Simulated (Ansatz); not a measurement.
**AsBBrH₃ (SMILES [AsH2]BBr): single points off equilibrium**

One table from this session's results is given with a row withheld; the runs are named, their logs left out.

The runs use Ansatz 0.2.0, Gaussian basis; single points in def2-TZVPP.

Cores are frozen in the correlated methods. Filled d shells of the heavier atoms are correlated.

## The system as given

SMILES `[AsH2]BBr`, 6 atoms, charge 0, spin multiplicity 1.

Atoms are counted from 1 here; the program's logs count them from 0.

Bond lengths: As1–B2 2.048 Å, As1–H4 1.508 Å, As1–H5 1.549 Å, B2–Br3 1.799 Å, B2–H6 1.112 Å. Angles: B2–As1–H4 101.2°, B2–As1–H5 85.2°, H4–As1–H5 89.4°, As1–B2–Br3 120.8°, As1–B2–H6 118.8°, Br3–B2–H6 120.3°.

Geometry (Å):

```xyz
6

As   -1.2515    0.4837   -0.0592
B     0.5510   -0.1556    0.6726
Br    1.2222   -1.7555    0.1970
H    -1.4444   -0.4548   -1.2242
H    -0.4053    1.4110   -0.9670
H     1.1432    0.5317    1.3150
```

Set-up of the first run:

run/in.yaml reads:

```yaml
crystal:
  periodic: [false, false, false]
  atoms:
    - {symbol: As, position_ang: [-1.251500, 0.483700, -0.059200]}
    - {symbol: B, position_ang: [0.551000, -0.155600, 0.672600]}
    - {symbol: Br, position_ang: [1.222200, -1.755500, 0.197000]}
    - {symbol: H, position_ang: [-1.444400, -0.454800, -1.224200]}
    - {symbol: H, position_ang: [-0.405300, 1.411000, -0.967000]}
    - {symbol: H, position_ang: [1.143200, 0.531700, 1.315000]}
basis:
  gaussian: {orbitals: def2-TZVPP}
correlation: {method: ccsd_t}
output: {forces: true}
```

The command line of these runs was not kept.

Among the steps run: CCSD(T)/def2-TZVPP; PBE0-D4/def2-TZVPP; wB97M-V/def2-TZVPP; r2SCAN-D4/def2-TZVPP; PBE-D4/def2-TZVPP; CAM-B3LYP-D4/def2-TZVPP; revPBE-D4/def2-TZVPP.

One of the session's tables, all rows but one given; the rest of the session is left out.

| method | RMS force component (eV/Å) | angle to CCSD(T) forces (°) | dipole (D) |
| --- | --- | --- | --- |
| CCSD(T) | 1.064 | reference | 0.44 |
| PBE0-D4 | 1.056 | 3.9 | 0.37 |
| wB97M-V | 1.032 | 1.8 | 0.36 |
| r2SCAN-D4 | 1.062 | 2.1 | 0.40 |
| PBE-D4 | 1.094 | 8.3 | 0.37 |
| CAM-B3LYP-D4 | ? | ? | ? |
| revPBE-D4 | 1.116 | 8.9 | 0.37 |

Estimate the missing values for CAM-B3LYP-D4.

As computed: RMS force component (eV/Å): 1.030; angle to CCSD(T) forces (°): 2.6; dipole (D): 0.35. In the column «RMS force component (eV/Å)» it is the lowest.
